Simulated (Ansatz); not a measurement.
Runs of Ansatz 0.2.0 on SiF. Symmetry: Pm-3m, No. 221, cubic system. The conventional cell has a = 3.029 Å, b = 3.029 Å, c = 3.029 Å, α = 90.00°, β = 90.00°, γ = 90.00°. Around Si (site symmetry m-3m) lie 8 F at 2.62 Å. F (site symmetry m-3m) is surrounded by 8 Si at 2.62 Å. The cell was built by a generator and needn't be a form met in nature.

| screening (1/Å) | gap on the mesh (eV) | pressure (GPa) |
| --- | --- | --- |
| 0.1 | none | -2.0 |
| 0.4 | none | -1.3 |
| 0.2 | none | -1.7 |
| 0.3 | none | (a) |
| 0.15 | none | -1.9 |
| 0.6 | none | (b) |

Alike in all rows: task single point; level HSE06 form with a typed share of exact exchange; potentials or basis Ansatz PAW; no spin polarisation; cell as given; k mesh 5 × 5 × 5; cutoff (eV) 420; smearing fermi-dirac 0.05 eV; the mesh is coarse, so values aren't converged.

Q: Estimate the missing entries.

A: (a) -1.5; (b) -1.2.

Caveats: all runs use coarse meshes; an odd number of electrons without spin polarisation forces a metal; a magnetic or distorted state may lie lower; the PAW data sets come from PBE, with cores solved anew for the run's functional, which leaves a small shift of forces and pressure; the thresholds are loose for stress.

A gap of «none» marks a metal or a gap under the smearing width.
